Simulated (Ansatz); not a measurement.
# Be2Sn: a single-point run

Wanted: a converged single-point run for Be2Sn, and a check of what comes out. The structure is shown as the input types it. The cell is built on a prototype (antifluorite) and needn't be the phase found in nature.

Method: density functional or hybrid calculation with the settings of its input, plane waves (as first typed), in Ansatz 0.2.0.

1 further run of the same task is left out (it didn't finish).

**1. The system as given**

The structure is cubic, space group Fm-3m (No. 225). The conventional cell has a = 5.803 Å, b = 5.803 Å, c = 5.803 Å, α = 90.00°, β = 90.00°, γ = 90.00°. Sn (site symmetry m-3m) is surrounded by 8 Be at 2.51 Å. Be (site symmetry -43m) is surrounded by 4 Sn at 2.51 Å.

Structure file:

```cif
data_structure
_symmetry_space_group_name_H-M 'Fm-3m'
_symmetry_Int_Tables_number 225
_cell_length_a 5.8031
_cell_length_b 5.8031
_cell_length_c 5.8031
_cell_angle_alpha 90.000
_cell_angle_beta 90.000
_cell_angle_gamma 90.000
_cell_volume 195.43
loop_
_atom_site_label
_atom_site_type_symbol
_atom_site_symmetry_multiplicity
_atom_site_Wyckoff_symbol
_atom_site_fract_x
_atom_site_fract_y
_atom_site_fract_z
_atom_site_occupancy
Sn1 Sn 4 a 0.00000 0.00000 0.00000 1
Be1 Be 8 c 0.25000 0.75000 0.75000 1
```

**2. Input and run**

input.yaml reads:

```yaml
crystal:
  lattice:
    - [0.0, 2.9015655565, 2.9015655565]
    - [2.9015655565, 0.0, 2.9015655565]
    - [2.9015655565, 2.9015655565, 0.0]
  atoms:
    - { symbol: Sn, position: [0.0, 0.0, 0.0] }
    - { symbol: Be, position: [0.25, 0.25, 0.25] }
    - { symbol: Be, position: [0.75, 0.75, 0.75] }
kpoints:
  mp_grid: { grid: [6, 6, 6] }
hamiltonian:
  xc: pbe
scf:
  occupations: { method: fermi_dirac, width: 0.02 }
  n_extra_bands: 4
  max_iter: 55
output:
  forces: true
  stress: true
  eigenvalues: true
basis:
  ecutwfc: 120
```

Started as:

```bash
$ ansatz run input.yaml --threads 4 --pin off --max-ram 3686MiB --backend cpu --events-out ev --progress --plain --runs-dir out
```

**Question.** How will this run end, and is anything wrong with its input?

The program finished normally, with warnings (cutoff below recommended). Its log warns: «basis.ecutwfc = 120 eV is below the records' recommended 420 eV ...»

In the input, basis.ecutwfc is 120. The basis cutoff is far too low: the plane waves can't represent the orbitals near the cores. The potentials' recommended cutoff is 420 eV.

Run again and compare: delete basis.ecutwfc (the default then holds).
